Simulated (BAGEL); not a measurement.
# RI-MP2/cc-pVDZ (density fitting with qzvpp-jkfit) run of CH5GaS (SMILES [CH3][GaH][SH])

Aim: the energy change on altering one bond length of CH5GaS at RI-MP2/cc-pVDZ (density fitting with qzvpp-jkfit), from 2 runs. 

The results are computed with BAGEL 1.2.2.

3 further runs of the same task are left out: 1 that didn't finish, 2 set aside as unsound or not needed.

### 1 The structure to begin with

The species is CH5GaS (8 atoms), meant as a singlet with charge 0. As SMILES, `[CH3][GaH][SH]`. The coordinates come from a PBE0-D4/def2-TZVP relaxation. This is one conformer, not always the lowest.

Bond lengths: C1–Ga2 1.960 Å, Ga2–S3 2.208 Å, C1–H4 1.093 Å, C1–H5 1.090 Å, C1–H6 1.093 Å, Ga2–H7 1.564 Å, S3–H8 1.343 Å. Angles: C1–Ga2–S3 119.9°, C1–Ga2–H7 126.4°, S3–Ga2–H7 113.7°, Ga2–C1–H4 110.0°, Ga2–C1–H5 112.0°, Ga2–C1–H6 109.8°, Ga2–S3–H8 95.1°, H4–C1–H5 108.8°, H4–C1–H6 107.4°, H5–C1–H6 108.7°.

### 2 The energy at RI-MP2/cc-pVDZ (density fitting with qzvpp-jkfit)

Input file input.json:

```json
{ "bagel": [

{
  "title": "molecule",
  "basis": "cc-pvdz.json",
  "df_basis": "qzvpp-jkfit",
  "angstrom": true,
  "geometry": [
    { "atom": "C", "xyz": [      -0.822600,       0.630300,      -0.510700 ] },
    { "atom": "Ga", "xyz": [       0.973600,       0.037600,       0.003700 ] },
    { "atom": "S", "xyz": [       1.217500,      -1.725900,       1.309100 ] },
    { "atom": "H", "xyz": [      -0.967200,       1.675400,      -0.226100 ] },
    { "atom": "H", "xyz": [      -1.600900,       0.027200,      -0.042900 ] },
    { "atom": "H", "xyz": [      -0.936300,       0.569300,      -1.596000 ] },
    { "atom": "H", "xyz": [       2.326300,       0.695600,      -0.424400 ] },
    { "atom": "H", "xyz": [      -0.098200,      -1.966600,       1.431400 ] }
  ]
},

{ "title": "hf" },

{ "title": "mp2", "ncore": 15 }

]}
```

The basis set cc-pVDZ is read from a file made from the Basis Set Exchange's data (not shown).

The run is started by

```bash
$ BAGEL_NUM_THREADS=1 BAGEL input.json > input.out
```

What it wrote:

```text
* using 1 threads per process

  ===============================================================
  ===============================================================

  *** Geometry ***

  { "atom" : "C", "xyz" : [     -1.554489,      1.191094,     -0.965083 ] },
  { "atom" : "Ga", "xyz" : [      1.839837,      0.071054,      0.006992 ] },
  { "atom" : "S", "xyz" : [      2.300742,     -3.261478,      2.473840 ] },
  { "atom" : "H", "xyz" : [     -1.827743,      3.166047,     -0.427267 ] },
  { "atom" : "H", "xyz" : [     -3.025263,      0.051401,     -0.081069 ] },
  { "atom" : "H", "xyz" : [     -1.769351,      1.075821,     -3.016003 ] },
  { "atom" : "H", "xyz" : [      4.396070,      1.314493,     -0.802000 ] },
  { "atom" : "H", "xyz" : [     -0.185571,     -3.716335,      2.704954 ] },

  Number of auxiliary basis functions:      559

  Since a DF basis is specified, we compute 2- and 3-index integrals:
    o Being stored without compression. Storage requirement is 0.032 GB

  Number of basis functions:       84
  Number of electrons      :       58

    * METHOD: MOLECULE                             0.85

  *** RHF ***

  === Nuclear Repulsion ===
   246.8899367676

      * DIIS with orbital gradients will be used.

  === RHF iteration (cc-pvdz.json) ===
      0      -2361.45128641          0.01235692           0.19
      1      -2361.54513964          0.00572261           0.19
      2      -2361.56291168          0.00120918           0.20
      3      -2361.56428881          0.00016546           0.18
      4      -2361.56432216          0.00005952           0.22
      5      -2361.56432675          0.00001674           0.19
      6      -2361.56432704          0.00000403           0.26
      7      -2361.56432706          0.00000127           0.18
      8      -2361.56432707          0.00000049           0.16
      9      -2361.56432707          0.00000012           0.20
     10      -2361.56432707          0.00000004           0.18
     11      -2361.56432707          0.00000001           0.18
     12      -2361.56432707          0.00000000           0.21
    * SCF iteration converged.

    * Permanent dipole moment:
           (    0.657983,    -0.463852,     0.368342) a.u.

    * METHOD: HF                                   3.14

  *** RHF ***

  === Nuclear Repulsion ===
   246.8899367676

      * DIIS with orbital gradients will be used.

  === RHF iteration (cc-pvdz.json) ===
      0      -2361.56432707          0.00000000           0.18
    * SCF iteration converged.

    * Permanent dipole moment:
           (    0.657983,    -0.463852,     0.368342) a.u.

  === DF-MP2 calculation ===

    * freezing 15 orbitals
    * 3-index integral transformation done
    * assembly done

      MP2 correlation energy:   -0.3685133880      0.09

      MP2 total energy:       -2361.9328404552

    * METHOD: MP2                                  0.48

  ===============================================================
```

It took 5.1 s on 1 thread of Intel Xeon at 2.50GHz (Skylake/Cascade Lake), shared host.

### 3 The distorted shape, same level

Input file job.json:

```json
{ "bagel" : [

{
  "title" : "molecule",
  "basis" : "cc-pvdz.json",
  "df_basis" : "qzvpp-jkfit",
  "angstrom" : true,
  "geometry" : [
    { "atom" : "C", "xyz" : [   -0.625229,    0.666408,   -0.529047 ] },
    { "atom" : "Ga", "xyz" : [    1.170971,    0.073708,   -0.014647 ] },
    { "atom" : "S", "xyz" : [    1.414871,   -1.689792,    1.290753 ] },
    { "atom" : "H", "xyz" : [   -0.769829,    1.711508,   -0.244447 ] },
    { "atom" : "H", "xyz" : [   -1.403529,    0.063308,   -0.061247 ] },
    { "atom" : "H", "xyz" : [   -0.738929,    0.605408,   -1.614347 ] },
    { "atom" : "H", "xyz" : [    2.523671,    0.731708,   -0.442747 ] },
    { "atom" : "H", "xyz" : [   -0.098200,   -1.966600,    1.431400 ] }
  ]
},
{ "title" : "hf" },
{ "title" : "mp2", "ncore" : 15 }

]}
```

The basis set cc-pVDZ is read from a file made from the Basis Set Exchange's data (not shown).

The run is started by

```bash
$ BAGEL_NUM_THREADS=1 BAGEL job.json > job.out
```

What it wrote:

```text
* using 1 threads per process

  ===============================================================
  ===============================================================

  *** Geometry ***

  { "atom" : "C", "xyz" : [     -1.181512,      1.259329,     -0.999754 ] },
  { "atom" : "Ga", "xyz" : [      2.212814,      0.139288,     -0.027679 ] },
  { "atom" : "S", "xyz" : [      2.673719,     -3.193244,      2.439170 ] },
  { "atom" : "H", "xyz" : [     -1.454766,      3.234281,     -0.461938 ] },
  { "atom" : "H", "xyz" : [     -2.652285,      0.119635,     -0.115740 ] },
  { "atom" : "H", "xyz" : [     -1.396373,      1.144055,     -3.050674 ] },
  { "atom" : "H", "xyz" : [      4.769047,      1.382728,     -0.836671 ] },
  { "atom" : "H", "xyz" : [     -0.185571,     -3.716335,      2.704954 ] },

  Number of auxiliary basis functions:      559

  Since a DF basis is specified, we compute 2- and 3-index integrals:
    o Being stored without compression. Storage requirement is 0.032 GB

  Number of basis functions:       84
  Number of electrons      :       58

    * METHOD: MOLECULE                             0.95

  *** RHF ***

  === Nuclear Repulsion ===
   245.8037920965

      * DIIS with orbital gradients will be used.

  === RHF iteration (cc-pvdz.json) ===
      0      -2361.43380624          0.01242064           0.24
      1      -2361.52887800          0.00574981           0.23
      2      -2361.54692134          0.00118359           0.23
      3      -2361.54830051          0.00017681           0.23
      4      -2361.54833680          0.00006259           0.17
      5      -2361.54834231          0.00001869           0.15
      6      -2361.54834270          0.00000424           0.17
      7      -2361.54834273          0.00000123           0.19
      8      -2361.54834273          0.00000046           0.19
      9      -2361.54834273          0.00000010           0.20
     10      -2361.54834273          0.00000003           0.19
     11      -2361.54834273          0.00000001           0.18
     12      -2361.54834273          0.00000000           0.18
    * SCF iteration converged.

    * Permanent dipole moment:
           (    0.625089,    -0.479622,     0.378644) a.u.

    * METHOD: HF                                   3.13

  *** RHF ***

  === Nuclear Repulsion ===
   245.8037920965

      * DIIS with orbital gradients will be used.

  === RHF iteration (cc-pvdz.json) ===
      0      -2361.54834273          0.00000000           0.19
    * SCF iteration converged.

    * Permanent dipole moment:
           (    0.625089,    -0.479622,     0.378644) a.u.

  === DF-MP2 calculation ===

    * freezing 15 orbitals
    * 3-index integral transformation done
    * assembly done

      MP2 correlation energy:   -0.3705093155      0.12

      MP2 total energy:       -2361.9188520462

    * METHOD: MP2                                  0.53

  ===============================================================
```

It took 5.1 s on 1 thread of Intel Xeon at 2.50GHz (Skylake/Cascade Lake), shared host.

### 4 Results

Level: RI-MP2/cc-pVDZ (density fitting with qzvpp-jkfit), 15 core orbitals frozen.

| quantity | value |
| --- | --- |
| first shape: total energy | -2361.93284 Eh |
| first shape: correlation energy (15 core orbitals frozen) | -368.5 mEh |
| distorted shape: total energy | -2361.91885 Eh |
| distorted shape: correlation energy (15 core orbitals frozen) | -370.5 mEh |
| energy change with the S3–H8 bond stretched from 1.343 to 1.545 Å | 0.381 eV |

In words: With the S3–H8 bond stretched from 1.343 to 1.545 Å the energy rises by 0.38 eV (8.8 kcal/mol). The first shape isn't relaxed at this level, so the change isn't measured from a minimum.
